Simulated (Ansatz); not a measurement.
**CdPtC6N6: a short molecular-dynamics run**

Method: DFT PBE, plane waves, PAW, scalar-relativistic, no spin polarisation, in Ansatz 0.2.0.

## 1. The structure to begin with

The cell holds 14 atoms (C6CdN6Pt): a = 7.930 Å, b = 7.580 Å, c = 7.822 Å, α = 58.74°, β = 58.91°, γ = 59.41°.

Structure file:

```xyz
14
Lattice="-0.0125 5.6723 5.5410 5.3679 0.1790 5.3495 5.4741 5.5870 0.0727" Properties=species:S:1:pos:R:3 pbc="T T T"
Pt   10.8104   11.4046   10.9452
Cd    5.4357    5.6854    5.3742
N     5.4016    5.6794    3.1369
N     5.4298    5.7764    7.8755
N     3.1382    5.7141    5.3904
N     7.8354    5.7608    5.4216
N     5.3263    3.4162    5.3776
N     5.3488    8.0437    5.5333
C     5.4612    5.6673    2.1429
C     5.3799    5.9150    8.8477
C     2.0125    5.6928    5.4978
C     8.8740    5.7554    5.4629
C     5.3763    2.3096    5.4508
C     5.4696    9.1733    5.6065
```

## 2. Dynamics

input.yaml reads:

```yaml
crystal:
  lattice:
    - [-0.0125215, 5.67229347, 5.54102638]
    - [5.36785802, 0.17898659, 5.34951829]
    - [5.47411704, 5.58704439, 0.07272757]
  atoms:
    - { symbol: Pt, position: [0.9971404, 0.99962524, 0.99687166] }
    - { symbol: Cd, position: [0.485485, 0.49483246, 0.50886132] }
    - { symbol: "N", position: [0.28838714, 0.27795618, 0.7148446] }
    - { symbol: "N", position: [0.71737911, 0.72528669, 0.28233813] }
    - { symbol: "N", position: [0.70066355, 0.27779064, 0.30247933] }
    - { symbol: "N", position: [0.27583926, 0.71786638, 0.72806103] }
    - { symbol: "N", position: [0.29411108, 0.69666318, 0.29052456] }
    - { symbol: "N", position: [0.71731842, 0.28181144, 0.70241251] }
    - { symbol: C, position: [0.19310822, 0.18952358, 0.81222978] }
    - { symbol: C, position: [0.82106109, 0.80075376, 0.19946079] }
    - { symbol: C, position: [0.8118344, 0.18426365, 0.18881194] }
    - { symbol: C, position: [0.18356752, 0.81993587, 0.81749053] }
    - { symbol: C, position: [0.19767246, 0.8116394, 0.18669503] }
    - { symbol: C, position: [0.81316602, 0.19474814, 0.81006896] }
kpoints:
  mp_grid: { grid: [3, 3, 3] }
magnetization:
  spin_polarized: false
scf:
  occupations: { method: fermi_dirac, width: 0.1 }
hamiltonian:
  pseudopotentials: { kind: paw }
  xc: pbe
basis:
  ecutwfc: 420
md:
  timestep: 0.5
  n_steps: 20
  ensemble: nve
  temperature: 1200.0
  initial_velocities: maxwell_boltzmann
  seed: 34234
```

The run is started by

```sh
> ansatz run input.yaml --threads 2 --pin off --max-ram 2560MiB --backend cpu --events-out ev --progress --plain --runs-dir out
```

**Question.** How long does this run take on 2 threads of an x86-64 CPU, shared host, and how much memory does it need?

About 1.7 min, with a peak of 0.87 GiB.
